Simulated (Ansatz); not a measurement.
TaWC2:

```
W Ta C
1.0
     1.57186    0.90751    5.10162
    -1.57186    0.90751    5.10162
     0.00000   -1.81502    5.10162
W Ta C
1 1 2
Direct
  0.00000 0.00000 0.00000
  0.50000 0.50000 0.50000
  0.25093 0.25093 0.25093
  0.74907 0.74907 0.74907
```

The cell comes from a database or a generator and needn't be the stable form of this composition.

A run of Ansatz 0.2.0 on this cell left the log below. Logs are shortened: lines on timing, memory, paths and dates and some standing lists are left out, and cuts for length are marked.

```text
Warning: RAYON_NUM_THREADS=2 ignored (pool sized by the plan → 2); use --threads N
basis.fft_grid_basis auto: the FFT boxes are laid along the combinations [[1, 0, -1], [0, 1, -1], [0, 0, 1]] of the cell's own vectors, 3.144, 3.144 and 5.415 Å long. The dense box has 24×24×40 points. Along the cell's own vectors, as sized, it would have 40×40×40, 2.78 times as many. Of the 12 symmetry operations that the crystal satisfies within crystal.symmetry.tolerance (time reversal apart; of a slab, those that keep its plane) the dense box along the cell's own vectors carries 12, and the one as laid loses 8 of those. basis.fft_grid_basis: typed keeps the cell's own vectors: state it where this run's energies or levels are differenced outside the engine with another run's, or held beside a run that keeps those vectors.
Engine: ansatz 0.2.0, x86_64-unknown-linux-gnu
Pseudopotentials: kind: paw
Pseudopotential: W, paw, valence charge 14, recommended cutoff 420 eV (normal), W.paw.azcp
Pseudopotential: Ta, paw, valence charge 13, recommended cutoff 420 eV (normal), Ta.paw.azcp
Pseudopotential: C, paw, valence charge 4, recommended cutoff 420 eV (normal), C.paw.azcp
Functional definition: PBEsol
  exchange = pbesol_x
  correlation = pbesol_c
Crystal: 4 atoms, lattice volume = 43.664 Å³
Basis set: ecut = 420 eV, 833 PW (Γ), FFT grids on a1−a3, a2−a3, a3, exchange–correlation on 48×48×80 points (8 copies of the dense FFT grid, shifted against one another)
Bands: 22, of which v1, the nominal top of the filled ones, is band 18 counted from 1 (17 counted from 0)
Symmetry: 12 space group operations
Space group: R-3m (ITA 166), of the structure as read, at distance tolerance 3.5e-5 Å
k-points: 116 of 1000
Non-local potential: W, projectors of the file, l = 0: 3, l = 1: 2, l = 2: 2, l = 3: 1
Non-local potential: Ta, projectors of the file, l = 0: 3, l = 1: 2, l = 2: 2, l = 3: 1
Non-local potential: C, projectors of the file, l = 0: 2, l = 1: 2, l = 2: 1
PAW form: soft (Blöchl's): semilocal exchange-correlation on the pseudo side does not see the compensation charge
PAW frozen core: W, regenerated for the run's functional, and the local potential with it (the file was generated under x = pbe(κ = 0.804, μ = 0.2195149727645171), c = pbe(β = 0.06672455060314922))
PAW frozen core: Ta, regenerated for the run's functional, and the local potential with it (the file was generated under x = pbe(κ = 0.804, μ = 0.2195149727645171), c = pbe(β = 0.06672455060314922))
[... 101 lines left out ...]
  E_local      = -1197.787427  (includes V_loc(G=0)·N_el)
  E_nonlocal   = 72.931487
  E_hartree    = 414.735969
  E_xc         = -581.087357
  E_vxc        = -565.645715  (∫ρ·V_xc dr)
  E_paw        = -16899.188933  (= ΣΔE_a)
  E_vpaw       = -256.108034  (= ΣTr[D̂ρ^β])
  E_aug_tail   = 0.000091  (compensation charges beyond the density's cutoff)
  E_ewald      = -3368.141381
  E_core_change = 0.477640  (= ΣΔE_core)
  E_smearing   = -0.014638  (= −TS)
  E_closure    = 0.000000  (closes the sum)
  Σ components = -20557.429476   (vs F -20557.429476, Δ=0.00e0)
--- Forces (eV/Å), atoms counted from 1 ---
  atom   1  W     -0.00000000     0.00000000    -0.00000000
  atom   2  Ta    -0.00000000     0.00000000    -0.00000000
  atom   3  C      0.00000000    -0.00000000     0.00001900
  atom   4  C     -0.00000000     0.00000000    -0.00001900
  max |Σ_I F_I| component: 4.63e-18 eV/Å
--- Stress (GPa, compression-positive) ---
       -0.000228       0.000000      -0.000000
        0.000000      -0.000228       0.000000
       -0.000000       0.000000      -0.002891
  P = ⅓ Tr σ = -0.0011 GPa (-0.011 kbar)
--- Band table (eV; the first three rows and the last of 116) ---
  k-point 0: bands = ["-53.9433", "-47.5760", "-18.2805", "-18.0560", "-18.0560", "-14.2849", "-13.8816", "-13.8816", "5.7696", "10.5151", "11.7876", "14.9658", "14.9658", "18.9771", "18.9771", "19.1093", "20.4327", "20.4327", "20.4878", "21.0243", "21.0243", "23.2748"]
  k-point 1: bands = ["-53.9410", "-47.5724", "-18.2710", "-18.0994", "-18.0660", "-14.2778", "-13.9444", "-13.8956", "6.0320", "10.2348", "12.1137", "15.1128", "15.1587", "18.1243", "18.4916", "18.5459", "19.1558", "20.4087", "21.0436", "21.9055", "22.7759", "23.1787"]
  k-point 2: bands = ["-53.9349", "-47.5631", "-18.2461", "-18.2113", "-18.0921", "-14.2594", "-14.1056", "-13.9322", "6.7535", "9.7295", "12.8621", "15.4418", "15.4877", "16.1764", "17.3663", "17.7898", "19.1986", "20.9798", "21.9587", "22.3739", "22.7457", "23.6099"]
  k-point 115: bands = ["-53.9432", "-47.5761", "-18.2567", "-18.0559", "-18.0559", "-14.3301", "-13.8822", "-13.8822", "7.3005", "7.5908", "15.2884", "15.6017", "16.0771", "16.0771", "16.7900", "16.7900", "20.2445", "20.2445", "21.4451", "21.4451", "21.5302", "21.9482"]
--- Relaxed structure (6 steps of the walk, 6 accepted, 2 SCFs on fresh bases) ---
  F+E_penalty+E_count = -20557.42947552 eV   max|allowed force component| = 1.900e-5 eV/Å   (the final SCF, on the basis selected at the relaxed cell)
  cell:  # Å, volume = 42.3066 Å³
    - [1.5551428019761349, 0.8978621153327329, 5.049834614302968]
    - [-1.5551428019761349, 0.8978621153327329, 5.049834614302968]
    - [1.8959414274173772e-33, -1.7957242307149577, 5.049834614294169]
  atoms:
    - { symbol: W, position: [-1.7710097351091397e-21, -1.771009735109178e-21, -1.7710097352776868e-21] }
    - { symbol: Ta, position: [0.4999999999999999, 0.4999999999999999, 0.5000000000000001] }
    - { symbol: C, position: [0.25120914197768424, 0.25120914197768424, 0.25120914197768435] }
    - { symbol: C, position: [0.7487908580223157, 0.7487908580223157, 0.7487908580223159] }
```

Q: Write the input and the command behind it.

A: Relaxation of cell and atoms with PBEsol, no spin polarisation. The files as run (others can give the same):

input.yaml
```yaml
crystal:
  lattice:
    - [1.5718551461, 0.9075109917, 5.1016196719]
    - [-1.5718551461, 0.9075109917, 5.1016196719]
    - [0.0, -1.8150219835, 5.1016196719]
  atoms:
    - { symbol: W, position: [0.0, 0.0, 0.0] }
    - { symbol: Ta, position: [0.5, 0.5, 0.5] }
    - { symbol: C, position: [0.250933, 0.250933, 0.250933] }
    - { symbol: C, position: [0.749067, 0.749067, 0.749067] }
hamiltonian:
  xc: pbesol
  pseudopotentials: { kind: paw }
kpoints:
  mp_grid: { grid: [10, 10, 10] }
scf:
  occupations: { method: fermi_dirac, width: 0.05 }
output:
  forces: true
  stress: true
  eigenvalues: true
relax:
  f_tol: 0.01
  max_steps: 40
  cell: { stress_tol: 0.05 }
```

Potentials or basis: Ansatz PAW.
The run is started by
```bash
$ ansatz run input.yaml --threads 2 --pin off --max-ram 5632MiB --backend cpu --events-out ev --progress --plain --runs-dir out
```

Caveat: the plane-wave basis is chosen anew once the cell has moved, so the energies of steps on either side of that aren't comparable; the pressure holds a Pulay correction of +0.3 GPa for the finite cutoff; the PAW data sets come from PBE, with cores solved anew for the run's functional, which leaves a small shift of forces and pressure.
